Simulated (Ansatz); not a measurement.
# H5NSeSi: small, medium and large basis sets

The task here is to estimate one member of a computed series from the others.

Program: Ansatz 0.2.0, Gaussian basis. Level of theory: one geometry, several basis sets. These are calculated values, not measurements.

Levels to be run: PBE0-D4/def2-SVP; ωB97M-V/def2-SVP; PBE0-D4/def2-QZVPP; ωB97M-V/def2-QZVPP; the functionals' def2-TZVPP values are taken from earlier runs.

## The geometry

The geometry comes from an earlier relaxation with PBE0-D4 in a triple-zeta def2 set; it is a stationary point, not always the lowest conformer.

8 atoms, charge 0, spin multiplicity 1.

Atoms are counted from 1 here; the program's logs count them from 0.

Bond lengths: N1–Si2 1.711 Å, N1–H4 1.008 Å, N1–H5 1.008 Å, Si2–Se3 2.293 Å, Si2–H6 1.482 Å, Si2–H7 1.482 Å, Se3–H8 1.469 Å. Angles: Si2–N1–H4 120.2°, Si2–N1–H5 119.2°, H4–N1–H5 110.8°, N1–Si2–Se3 117.9°, N1–Si2–H6 106.1°, N1–Si2–H7 109.7°, Se3–Si2–H6 109.2°, Se3–Si2–H7 101.7°, H6–Si2–H7 112.4°, Si2–Se3–H8 93.5°.

The first run:

The input, in.yaml:

```yaml
crystal:
  periodic: [false, false, false]
  atoms:
    - {symbol: N, position_ang: [-0.823512, 0.520083, -0.938195]}
    - {symbol: Si, position_ang: [0.534811, 0.369673, 0.091303]}
    - {symbol: Se, position_ang: [1.079967, -1.724875, 0.848190]}
    - {symbol: H, position_ang: [-0.862786, 0.004890, -1.803646]}
    - {symbol: H, position_ang: [-1.741164, 0.608949, -0.531845]}
    - {symbol: H, position_ang: [0.272457, 1.254011, 1.251116]}
    - {symbol: H, position_ang: [1.763787, 0.751984, -0.643684]}
    - {symbol: H, position_ang: [-0.131359, -1.841816, 1.670862]}
basis:
  gaussian: {orbitals: def2-SVP}
hamiltonian: {xc: pbe0, dispersion: d4}
output: {orbitals: {seedname: orbitals}}
```

Command:

```bash
> ansatz run in.yaml --threads 2 --pin off --events-out ev --progress --plain --max-ram 4352MiB
```

Among the steps run: PBE0-D4 in def2-SVP; ωB97M-V in def2-SVP; PBE0-D4 in def2-QZVPP; ωB97M-V in def2-QZVPP.

One of the session's tables, all rows but one given; the rest of the session is left out.

| functional | basis | HOMO (eV) | LUMO (eV) |
| --- | --- | --- | --- |
| PBE0-D4 | def2-SVP | ? | ? |
| PBE0-D4 | def2-TZVPP | -6.88 | 0.19 |
| PBE0-D4 | def2-QZVPP | -6.91 | -0.05 |
| ωB97M-V | def2-SVP | -8.87 | 2.56 |
| ωB97M-V | def2-TZVPP | -9.04 | 1.80 |
| ωB97M-V | def2-QZVPP | -9.08 | 1.35 |

**Question.** Estimate the row for PBE0-D4, def2-SVP.

**Answer.** HOMO (eV): -6.72; LUMO (eV): 0.61. In the column «HOMO (eV)» it is the highest.
